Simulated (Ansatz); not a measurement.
# ClGaHO: the cost of one run

All numbers are computed with Ansatz 0.2.0, driven from Python. Level of theory: B3LYP/def2-SVP.

## (1) The structure

Bond lengths: O1–Ga2 1.786 Å, Ga2–Cl3 2.286 Å, O1–H4 1.037 Å. Angles: O1–Ga2–Cl3 92.3°, Ga2–O1–H4 125.3°.

No structure file is read: the coordinates are typed or built in the script.

## (2) The code

bend_clgaho.py

```python
'''Bending curve of ClGaHO.'''

import ansatz as az
from ase import Atoms


def main() -> None:
    atoms = Atoms(['O', 'Ga', 'Cl', 'H'], positions=[
        (0.7989, -0.1013, -0.5823),
        (-0.3247, -1.0756, 0.4062),
        (-1.9246, 0.5572, 0.3661),
        (1.5059, 0.5595, -0.2103),
    ])

    # start the scan from a relaxed geometry
    first = (
        az.Crystal.molecule_from_ase(atoms).calculation()
        .basis(gaussian='def2-SVP')
        .functional('B3LYP')
        .spin('collinear', total=1)  # spin-polarised run
        .scf(lower_state_search='standard')
        .relax(force_tolerance=0.02, max_steps=80)  # relax until the tolerances are met
    )
    atoms.positions = first.run().report['positions_ang']

    rows = []
    for angle in [85, 95, 105, 115, 125, 140, 160]:
        bent = atoms.copy()
        bent.set_angle(1, 0, 3, angle, indices=[3])
        base = (
            az.Crystal.molecule_from_ase(bent).calculation()
            .basis(gaussian='def2-SVP')  # atom-centred Gaussian functions
            .functional('B3LYP')
            .spin('collinear', total=1)  # spin-polarised run
            .scf(lower_state_search='standard')
        )
        rows.append((angle, base.run().report['free_energy_ev']))
    floor = min(e for _, e in rows)
    for angle, e in rows:
        print(f'angle Ga1-O0-H3 = {angle:3d} deg   {1000 * (e - floor):9.1f} meV')


if __name__ == '__main__':
    main()
```

## (3) What the engine is handed

The package turns the script's settings into the engine's input (first run):

```yaml
crystal:
  periodic: [false, false, false]
  atoms:
    - { symbol: O, position_ang: [0.7989, -0.1013, -0.5823] }
    - { symbol: Ga, position_ang: [-0.3247, -1.0756, 0.4062] }
    - { symbol: Cl, position_ang: [-1.9246, 0.5572, 0.3661] }
    - { symbol: H, position_ang: [1.5059, 0.5595, -0.2103] }
basis:
  gaussian:
    orbitals: def2-SVP
hamiltonian:
  xc: b3lyp
magnetization:
  spin_polarized: true
  initial_magnetization: 1.0
scf:
  lower_state_search: standard
relax:
  f_tol: 0.02
  max_steps: 80
```

## (4) Launch

Run with:

```sh
python bend_clgaho.py
```

**Question.** How long does this script take on 1 thread of Arm Neoverse V2, shared host, and how much memory does it need?

About 52 s, with a peak of 0.26 GiB.
